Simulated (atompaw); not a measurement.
# Pseudopotential generation for Li: PAW (atompaw), PBE

Task: generate the file, and judge it by its logarithmic derivatives, its ghosts and its cutoff.

Program: atompaw 4.2.0.5. Reference atom: PBE, scalar-relativistic, spherical and spin-unpolarised. All values are calculated.

### 1 Settings

Typed settings, in words:

| Item | Value |
| --- | --- |
| element | lithium (Li, Z = 3) |
| type | PAW |
| frozen core | [He] |
| valence charge | 1 |
| reference configuration | 2s1 2p0 |
| partial waves | 2s (bound): rc 3.00 bohr; 2s channel at 2.6 Ry: rc 3.00 bohr; 2p (bound, empty): rc 3.00 bohr; 2p channel at 1.6 Ry: rc 3.00 bohr |
| local potential | vpsmatchnc scheme with l = 2 at -0.5 Ry, radius 2.75 bohr |
| core correction | smooth core density matched at 2.50 bohr |
| augmentation charge | sinc compensation charge, radius 2.90 bohr; PAW radius 3.00 bohr; waves and projectors: custom polynom2 7 10 vanderbiltortho |

### 2 Generating the potential

Li.input

```
Li 3
GGA-PBE scalarrelativistic loggrid 1500 logderivrange -2 5 176
2 2 0 0 0 0
2 0 1
2 1 0
0 0 0
c
v
v
1
3.00 2.90 2.75 2.50
y
2.6
n
y
1.6
n
custom polynom2 7 10 vanderbiltortho sinc
2 -0.5 vpsmatchnc
3.00
3.00
3.00
3.00
PWSCFOUT
UPFDX 0.0125d0 UPFXMIN -7.d0 UPFZMESH 3.d0
END
```

Started as:

```console
$ atompaw < Li.input > Li.log
```

Before running it: what results should come out? Wanted: cutoffs for 10 and 1 mRy, occupied levels; bound ghosts; largest phase difference near zero energy, channels read; lowest eigenvalue of the overlap; share of valence orbitals outside the PAW sphere; UPF file.

**Answer**, as computed:

```
                                                quantity                          value
               cutoffs for 10 and 1 mRy, occupied levels  6 Ry or less and 6 Ry or less
                                            bound ghosts                     none found
largest phase difference near zero energy, channels read                      0.006 rad
         lowest eigenvalue of the overlap (Bessel basis)                      0.726 (s)
        share of valence orbitals outside the PAW sphere               2s 67 %, 2p 80 %
                                                UPF file                        written
```

In words: The potential is soft on the atom at that tolerance: the looser tolerance needs 6 Ry or less. No bound ghost shows below the valence levels. Near zero energy the phases of the channels with partial waves agree within 0.006 rad. All of this concerns the isolated atom, not yet a solid.
